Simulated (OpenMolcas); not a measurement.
# Pr⁴⁺: RASSCF and RASPT2 terms and fine-structure levels

Which level of Pr⁴⁺ lies lowest, and where do the others fall? The reference wave functions come first, then spin-orbit coupling, then second-order correlation.

Program: OpenMolcas 26.06. Level of theory: state-averaged RASSCF and RASPT2, spin-orbit coupling by RASSI with atomic mean-field integrals. These are calculated values, not measurements, unless marked.

## (1) The atom as given

- Species: Pr⁴⁺ (praseodymium, Z = 59, 55 electrons)
- Basis: ANO-R2 [8s6p3d3f1g], 71 functions
- Scalar Hamiltonian: X2C, finite nucleus
- Inactive shells: 1s 2s 2p 3s 3p 3d 4s 4p 4d 5s 5p
- Active space: 1 electron in 12 orbitals (RAS2 4f; RAS3 5d, at most 1 electrons)
- Some configurations of this space: 5d, 4f
- Orbitals: optimised for each spin and parity, averaged over all roots

The outer shells:

5d
```
5d [↑ ][  ][  ][  ][  ]
```

4f
```
4f [↑ ][  ][  ][  ][  ][  ][  ]
```

The work runs as a chain of OpenMolcas steps in one folder; each step below is one input file. Labels, J, g values, rates, χT and fits are worked out afterwards by a script from the matrices that RASSI stores.

## (2) Basis and integrals

The input, a.inp:

```
&GATEWAY
Coord
1

Pr 0.0 0.0 0.0
Basis=ANO-R2
Group=XYZ
NoMove
AngMom=0.0 0.0 0.0
AMFI
&SEWARD
```

Launch:

```console
> OMP_NUM_THREADS=1 MOLCAS_MEM=2252 MOLCAS_PROJECT=a pymolcas a.inp > a.log
```

## (3) RASSCF: doublets of odd parity, 7 roots

The input, a.inp:

```
&RASSCF
FileOrb=start.orb
Symmetry=2
Spin=2
nActEl=1 0 1
Inactive=15 12
Ras2=0 7
Ras3=5 0
CIRoot=7 7 1
SDav=7
CIMx=300
Iter=120 100
PrWF=0.3
OrbListing=Nothing
MaxOrb=0
Thrs=2.0e-7 1.0e-1 5.0e-4
Atom
>>> COPY $Project.JobIph JOB001
```

start.orb holds the contracted functions of the basis, ordered by shell, or the orbitals of the step before.

## (4) Reference wave functions, doublets of even parity, 5 roots

The input, a.inp:

```
&RASSCF
FileOrb=start.orb
Symmetry=1
Spin=2
nActEl=1 0 1
Inactive=15 12
Ras2=0 7
Ras3=5 0
CIRoot=5 5 1
SDav=5
CIMx=300
Iter=120 100
PrWF=0.3
OrbListing=Nothing
MaxOrb=0
Thrs=2.0e-7 1.0e-1 5.0e-4
Atom
>>> COPY $Project.JobIph JOB002
```

## (5) RASSI: spin-orbit coupling between the states

The input, a.inp:

```
&RASSI
NrOfJobIphs=2 7 5
1 2 3 4 5 6 7
1 2 3 4 5
IphNames
JOB001
JOB002
EJob
SpinOrbit
DIPRint=1.0
SOCoupling=1000.0
Subsets=2
MEES
Property=10
'ANGMOM' 1 'ANGMOM' 2 'ANGMOM' 3 'MLTPL  1' 1 'MLTPL  1' 2 'MLTPL  1' 3
'AMFI' 1 'AMFI' 2 'AMFI' 3 'MLTPL  2' 6
SOProperty=3
'ANGMOM' 1 'ANGMOM' 2 'ANGMOM' 3
```

## (6) CASPT2: IPEA 0.25, imaginary shift 0.1 (closed shells correlated: 5s 5p)

The input, a.inp:

```
>>> COPY JOB001 $Project.JobIph
&CASPT2
Multistate=7 1 2 3 4 5 6 7
Frozen=14 9
IPEA=0.25
Imaginary=0.1
MaxIter=60
WThr=0.0 0.3 0.05
PrWF=0.5
NoMix
>>> COPY JOB002 $Project.JobIph
&CASPT2
Multistate=5 1 2 3 4 5
Frozen=14 9
IPEA=0.25
Imaginary=0.1
MaxIter=60
WThr=0.0 0.3 0.05
PrWF=0.5
NoMix
```

(Steps that only read results are left out.)

**Question.** What will these runs give? Wanted: lowest level; first excited level; lowest level of another term; spin-orbit lowering of the lowest level; strongest of the lines computed, by gA, at SS-RASPT2 energies.

**Answer**, as computed:

```
                                                     quantity                                                                        value
                                                       method  SS-RASPT2, IPEA 0.25, imaginary shift 0.1 (closed shells correlated: 5s 5p)
                                                 lowest level                                    4f ²F°_5/2, 100 % of that term, g = 0.857
                                  ground level listed by NIST                                                                       2F°5/2
                                          first excited level                                                      4f ²F°_7/2 at 3220 cm⁻¹
                                 lowest level of another term                                                     5d ²D_3/2 at 127990 cm⁻¹
                      spin-orbit lowering of the lowest level                                                                    1838 cm⁻¹
strongest of the lines computed, by gA, at SS-RASPT2 energies                           5d ²D_5/2 → 4f ²F°_7/2, 78.67 nm, A = 8.92e+08 s⁻¹
```

What each method costs and misses:

```tsv
method	time of its own steps	time with the reference	mean absolute difference from the measured levels (cm-1)
A. RASSCF	2.5 s	2.5 s	7600
B. SS-RASPT2, IPEA 0.25, imaginary shift 0.1, +5s 5p	11 s	14 s	8300
```

Times are of one thread on a shared host.

What this shows: The multiplet ²F° is regular. Method A lies closest to the measured levels (7600 cm⁻¹ on average) and B farthest (8300). Only the configurations of the active space and the roots asked for are present. CASPT2 does not keep the components of a term degenerate, and the means are used. Only valence configurations of the active space appear, up to the ionisation limit; * or ° marks odd parity.
